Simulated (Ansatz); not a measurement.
**BF₃H₂S: a ladder of functionals and wavefunction methods**

Aim: compute BF₃H₂S with functionals from several rungs and with coupled cluster. The yardstick is the atomisation energy at the CCSD(T) limit.

Method: functionals in def2-TZVPP, the program's frozen cores in correlated methods; program: Ansatz 0.2.0, Gaussian basis.

Levels to be run: LDA (SPW92), PBE-D4, revPBE-D4, BLYP-D4, r2SCAN-D4, B97M-V, PBE0-D4, B3LYP-D4, r2SCANh-D4, r2SCAN0-D4, HSE06-D4, BHLYP-D4, CAM-B3LYP-D4, LC-ωPBE, ωB97X-V, ωB97M-V, B2PLYP, PBE-QIDH; CCSD(T)/def2-SVP; CCSD(T)/def2-TZVPP; CCSD(T)/def2-QZVPP; extrapolation to the limit; RPA on PBE.

## Step 1: Structure used throughout

All runs share one geometry, relaxed beforehand with PBE0-D4 in a triple-zeta def2 set.

7 atoms, charge 0, spin multiplicity 1.

Atoms are counted from 1 here; the program's logs count them from 0.

Bond lengths: F1–B2 1.317 Å, B2–F3 1.319 Å, B2–F4 1.317 Å, S5–H6 1.342 Å, S5–H7 1.342 Å. Angles: F1–B2–F3 119.5°, F1–B2–F4 119.9°, F3–B2–F4 119.5°, H6–S5–H7 92.4°.

## Step 2: LDA

This LDA is Slater exchange with PW92 correlation.

The input, in.yaml:

```yaml
crystal:
  periodic: [false, false, false]
  atoms:
    - {symbol: F, position_ang: [0.514097, -1.099425, 1.528312]}
    - {symbol: B, position_ang: [0.250393, -1.202826, 0.241962]}
    - {symbol: F, position_ang: [-1.001098, -1.327846, -0.156851]}
    - {symbol: F, position_ang: [1.228474, -1.415196, -0.614130]}
    - {symbol: S, position_ang: [0.278630, 1.617165, -0.161440]}
    - {symbol: H, position_ang: [-0.886439, 1.812909, 0.475694]}
    - {symbol: H, position_ang: [-0.322857, 1.547217, -1.359347]}
basis:
  gaussian: {orbitals: def2-TZVPP}
hamiltonian: {xc: lda}
output: {orbitals: {seedname: orbitals}}
```

Run with:

```bash
$ ansatz run in.yaml --threads 2 --pin off --events-out ev --progress --plain --max-ram 32768MiB --backend cpu
```

The runs that follow: PBE-D4 (GGA); revPBE-D4 (GGA); BLYP-D4 (GGA); r2SCAN-D4 (meta-GGA); B97M-V (meta-GGA); B3LYP-D4 (hybrid); r2SCANh-D4 (hybrid); r2SCAN0-D4 (hybrid); HSE06-D4 (hybrid); BHLYP-D4 (hybrid); CAM-B3LYP-D4 (range-separated); LC-ωPBE (range-separated); ωB97X-V (range-separated); ωB97M-V (range-separated); B2PLYP (double hybrid); PBE-QIDH (double hybrid); CCSD(T) in def2-SVP; CCSD(T) in def2-TZVPP; CCSD(T) in def2-QZVPP; RPA on PBE orbitals.

Before running them: what should the planned runs give, taken together? Wanted: atomisation energy, CCSD(T)/CBS; farthest beyond LDA; mean size of error, GGA; mean size of error, meta-GGA; mean size of error, hybrid; mean size of error, range-separated; mean size of error, double hybrid; gap, smallest and largest; T1 diagnostic.

**Answer**, as computed:

```
                               quantity                                                value
        atomisation energy, CCSD(T)/CBS                                            28.464 eV
    functionals within 0.142 eV (0.5 %)  BLYP-D4, r2SCANh-D4, CAM-B3LYP-D4, ωB97X-V, ωB97M-V
                    farthest beyond LDA                                 BHLYP-D4 (-1.222 eV)
                mean size of error, GGA                                             0.315 eV
           mean size of error, meta-GGA                                             0.155 eV
             mean size of error, hybrid                                             0.406 eV
    mean size of error, range-separated                                             0.124 eV
      mean size of error, double hybrid                                             0.287 eV
              gap, smallest and largest                5.94 eV (BLYP-D4), 13.50 eV (LC-ωPBE)
                          T1 diagnostic                                               0.0117
triples share of the correlation energy                                                3.0 %
```

What this shows: The LDA atomisation energy is off by 4.584 eV (16 %): it overbinds. PBE-D4 misses by +0.591 eV. Double hybrids carry the basis error of their MP2 part in triple zeta, and no dispersion term here, so their miss is partly the set-up's. By mean error the best rung here is range-separated (0.124 eV) and the worst beyond LDA is hybrid (0.406 eV). The gap between the best rungs is small, so their order is not settled. The mean of the hybrids holds BHLYP, with half exact exchange. The reference freezes the cores and leaves out relativity and excitations past (T), so misses under about 0.142 eV can't be ranked. Hartree-Fock recovers 75 % of the binding; the rest is correlation. CCSD(T) in def2-SVP is off by -1.351 eV, worse than the median functional, from the basis alone. The gap grows from 5.9 to 13.5 eV across the functionals, mostly with the share of exact exchange.
